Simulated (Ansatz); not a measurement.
# CH5InO (built from SMILES [CH3][InH][OH]): a saddle search

Aim: find the first-order saddle near the start with the program's own search, from a guess of the mode.

The runs use Ansatz 0.2.0, Gaussian basis; PBE-D4/def2-SVP.

1 further run of the same task is left out (it didn't finish).

## Step 1: The system as given

The start, a known saddle point with all atoms moved at random by about 0.06 Å a coordinate: 8 atoms, charge 0, spin multiplicity 1.

Atoms are counted from 1 here; the program's logs count them from 0.

Bond lengths: In1–O2 2.343 Å, In1–H3 2.198 Å, In1–C4 2.561 Å, O2–H3 1.187 Å, O2–H5 1.052 Å, C4–H6 1.103 Å, C4–H7 1.097 Å, C4–H8 1.053 Å. Angles: O2–In1–H3 30.1°, O2–In1–C4 65.6°, H3–In1–C4 35.6°, In1–O2–H3 68.2°, In1–O2–H5 124.2°, H3–O2–H5 112.2°, In1–H3–O2 81.7°, In1–C4–H6 92.4°, In1–C4–H7 93.0°, In1–C4–H8 147.4°, H6–C4–H7 113.5°, H6–C4–H8 109.5°, H7–C4–H8 99.6°.

Coordinates:

```
In    0.55482    1.75845   -0.80033
O    -0.68554   -0.08287   -1.54876
H    -0.32862   -0.21876   -0.42476
C     0.14520   -0.03651    0.97989
H    -0.30597   -0.83381   -2.18034
H     1.21770   -0.10134    1.22733
H    -0.41188    0.65125    1.62832
H    -0.32934   -0.94141    1.23437
```

## Step 2: The search

File run/in.yaml:

```yaml
crystal:
  periodic: [false, false, false]
  atoms:
    - {symbol: In, position_ang: [0.554824, 1.758445, -0.800331]}
    - {symbol: O, position_ang: [-0.685539, -0.082868, -1.548764]}
    - {symbol: H, position_ang: [-0.328622, -0.218759, -0.424759]}
    - {symbol: C, position_ang: [0.145202, -0.036506, 0.979886]}
    - {symbol: H, position_ang: [-0.305970, -0.833805, -2.180344]}
    - {symbol: H, position_ang: [1.217698, -0.101342, 1.227332]}
    - {symbol: H, position_ang: [-0.411883, 0.651254, 1.628316]}
    - {symbol: H, position_ang: [-0.329341, -0.941408, 1.234367]}
basis:
  gaussian: {orbitals: def2-SVP}
hamiltonian: {xc: pbe, dispersion: d4}
saddle:
  f_tol: 0.05
  max_steps: 40
  mode_guess:
    - [0.0395, 0.0507, 0.3622]
    - [-0.0461, -0.1604, 0.0081]
    - [-0.2354, -0.1890, -0.6604]
    - [0.1512, 0.2302, 0.0798]
    - [-0.0648, -0.1542, 0.0419]
    - [0.0720, 0.0076, 0.2163]
    - [0.0602, 0.0404, 0.2085]
    - [0.0235, 0.1748, -0.2564]
```

Launch:

```sh
> ansatz run in.yaml --threads 2 --pin off --events-out ev --progress --plain --max-ram 4352MiB
```

Before running it: what results should come out? Wanted: energy change; last largest force; RMSD from the start; RMSD from the known saddle.

The runs gave:

| quantity | value |
| --- | --- |
| steps | 9 |
| energy change | -0.238 eV |
| last largest force | 0.0005 eV/Å |
| RMSD from the start | 0.060 Å |
| RMSD from the known saddle | 0.038 Å |

In words: It converged in 9 steps at a force tolerance of 0.05 eV/Å. It is back at the known saddle, up to the shift that another level brings.
